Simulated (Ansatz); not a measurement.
Geometry optimisation, DFT LDA, scalar-relativistic, plane waves, PAW in Ansatz 0.2.0.

input.yaml

```yaml
accuracy: low
crystal:
  lattice:
    - [5.52, 0.0, 0.0]
    - [-4.14, 7.17069, 0.0]
    - [0.0, 0.0, 4.4574]
  atoms:
    - { symbol: Re, position: [0.0, 0.0, 0.0] }
    - { symbol: Re, position: [0.1666667, 0.2222222, 0.5] }
    - { symbol: Re, position: [0.0, 0.3333333, 0.0] }
    - { symbol: Re, position: [0.1666667, 0.5555556, 0.5] }
    - { symbol: Re, position: [0.0, 0.6666667, 0.0] }
    - { symbol: Re, position: [0.1666667, 0.8888889, 0.5] }
    - { symbol: Re, position: [0.5, 0.0, 0.0] }
    - { symbol: Re, position: [0.6666667, 0.2222222, 0.5] }
    - { symbol: Re, position: [0.5, 0.3333333, 0.0] }
    - { symbol: Re, position: [0.6666667, 0.5555556, 0.5] }
    - { symbol: Re, position: [0.5, 0.6666667, 0.0] }
    - { symbol: Re, position: [0.6666667, 0.8888889, 0.5] }
    - { symbol: Re, position: [0.4929929, 0.6624145, 0.6263457] }
basis:
  ecutwfc: 420.0
kpoints:
  mp_grid: { grid: [3, 2, 3] }
hamiltonian:
  xc: lda
scf:
  occupations: { method: fermi_dirac, width: 0.1 }
  lower_state_search: "off"
relax:
  f_tol: 0.08
  max_steps: 25
  adjacent_minimum: "off"
```

Run as:

```bash
$ ansatz run input.yaml --threads 2 --pin off --max-ram 5120MiB --backend cpu --events-out ev --progress --plain --runs-dir out
```

Question: Where does it end, and by what steps?

Answer: It converged. Limits of this set-up: coarse k mesh, a small cell, in which the defect meets its images, a typed lattice constant that wasn't relaxed here, low accuracy level. After 18 steps the energy has fallen by 57.139 eV; Re12 moved furthest, 1.21 Å. The start is strongly strained (largest force component 70 eV/Å). Joined: Re8–Re13 (4.22 → 3.13 Å).

```json
{"step": "0", "energy less start (eV)": "0.0000", "largest force component (eV/Å)": "70.073", "accepted": "yes"}
{"step": "1", "energy less start (eV)": "-34.5386", "largest force component (eV/Å)": "29.823", "accepted": "yes"}
{"step": "2", "energy less start (eV)": "-48.4176", "largest force component (eV/Å)": "11.901", "accepted": "yes"}
{"step": "3", "energy less start (eV)": "-52.9056", "largest force component (eV/Å)": "4.714", "accepted": "yes"}
{"step": "4", "energy less start (eV)": "-54.6437", "largest force component (eV/Å)": "1.386", "accepted": "yes"}
{"step": "5", "energy less start (eV)": "-55.2527", "largest force component (eV/Å)": "0.867", "accepted": "yes"}
{"step": "6", "energy less start (eV)": "-55.8001", "largest force component (eV/Å)": "2.086", "accepted": "yes"}
{"step": "7", "energy less start (eV)": "-56.3498", "largest force component (eV/Å)": "1.623", "accepted": "yes"}
{"step": "8", "energy less start (eV)": "-56.8251", "largest force component (eV/Å)": "0.522", "accepted": "yes"}
{"step": "9", "energy less start (eV)": "-56.7946", "largest force component (eV/Å)": "1.204", "accepted": "no"}
{"step": "10", "energy less start (eV)": "-56.9123", "largest force component (eV/Å)": "0.210", "accepted": "yes"}
{"step": "11", "energy less start (eV)": "-56.9391", "largest force component (eV/Å)": "0.310", "accepted": "yes"}
{"step": "12", "energy less start (eV)": "-56.9614", "largest force component (eV/Å)": "0.274", "accepted": "yes"}
{"step": "13", "energy less start (eV)": "-56.9889", "largest force component (eV/Å)": "0.912", "accepted": "yes"}
{"step": "14", "energy less start (eV)": "-57.0502", "largest force component (eV/Å)": "0.432", "accepted": "yes"}
{"step": "15", "energy less start (eV)": "-57.0761", "largest force component (eV/Å)": "0.477", "accepted": "yes"}
{"step": "16", "energy less start (eV)": "-57.1324", "largest force component (eV/Å)": "0.199", "accepted": "yes"}
{"step": "17", "energy less start (eV)": "-57.1377", "largest force component (eV/Å)": "0.085", "accepted": "yes"}
{"step": "18", "energy less start (eV)": "-57.1389", "largest force component (eV/Å)": "0.057", "accepted": "yes"}
```

```xyz
13
Lattice="5.5200 0.0000 0.0000 -4.1400 7.1707 0.0000 0.0000 0.0000 4.4574" Properties=species:S:1:pos:R:3
Re 0.308 0.135 -0.716
Re -0.021 1.818 2.127
Re -1.490 2.200 0.061
Re -1.623 3.680 2.424
Re -2.877 4.660 0.101
Re -2.538 6.062 2.144
Re 2.537 -0.001 0.191
Re 2.687 1.369 2.365
Re 1.415 2.336 0.080
Re 1.420 3.890 2.429
Re -0.126 4.322 0.549
Re 0.579 6.779 1.252
Re -0.295 5.742 3.157
```

Whether the end is a true minimum wasn't checked by a vibrational analysis.

Time of the run: 98 s on 2 threads of Intel(R) Xeon(R) Platinum 8488C (Sapphire Rapids) (shared host), peak memory 0.59 GiB.
